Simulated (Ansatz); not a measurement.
**SiH₂Cl₄ (built from SMILES Cl[Si](Cl)(Cl)Cl.[H][H]): a relaxation**

Aim: see where a relaxation from this start ends.

Program: Ansatz 0.2.0, Gaussian basis. Level of theory: BHLYP-D4/pcseg-2. These are calculated values, not measurements.

1 further run of the same task is left out (it didn't finish).

## (1) The system as given

The start, a first-order saddle point found at PBE0-D4 in triple zeta: 7 atoms, charge 0, spin multiplicity 1.

Atoms are counted from 1 here; the program's logs count them from 0.

Bond lengths: Si1–Cl3 2.020 Å, Si1–Cl4 2.021 Å, Si1–Cl5 2.076 Å, Si1–H7 1.664 Å. Angles: Cl3–Si1–Cl4 120.1°, Cl3–Si1–Cl5 101.4°, Cl3–Si1–H7 118.5°, Cl4–Si1–Cl5 101.3°, Cl4–Si1–H7 119.4°, Cl5–Si1–H7 81.2°.

Coordinates:

```
Si    0.07146    0.39430    0.03531
Cl   -1.61976   -1.22615   -0.58116
Cl    0.02141    1.19493   -1.81905
Cl   -1.12451    1.13047    1.48794
Cl    1.94045    1.00824    0.69739
H    -0.06195   -1.40015   -0.05663
H     0.77292   -1.10165    0.23620
```

## (2) The relaxation

The input, run/in.yaml:

```yaml
crystal:
  periodic: [false, false, false]
  atoms:
    - {symbol: Si, position_ang: [0.071459, 0.394297, 0.035307]}
    - {symbol: Cl, position_ang: [-1.619765, -1.226145, -0.581158]}
    - {symbol: Cl, position_ang: [0.021406, 1.194933, -1.819054]}
    - {symbol: Cl, position_ang: [-1.124513, 1.130473, 1.487942]}
    - {symbol: Cl, position_ang: [1.940448, 1.008238, 0.697392]}
    - {symbol: H, position_ang: [-0.061949, -1.400150, -0.056626]}
    - {symbol: H, position_ang: [0.772915, -1.101646, 0.236196]}
basis:
  gaussian: {orbitals: pcseg-2}
hamiltonian: {xc: {name: BHLYP}, dispersion: d4}
relax: {f_tol: 0.01, max_steps: 60, escape_saddle: false}
```

Command:

```console
> ansatz run in.yaml --threads 4 --pin off --events-out ev --progress --plain --max-ram 9574MiB
```

What does the calculation give? Wanted: energy change; last largest force; RMSD from the start.

The runs gave:

| quantity | value |
| --- | --- |
| steps | 32 |
| energy change | -2.818 eV |
| last largest force | 0.0082 eV/Å |
| RMSD from the start | 1.306 Å |

In words: It converged in 32 steps at a force tolerance of 0.01 eV/Å. It left the saddle.
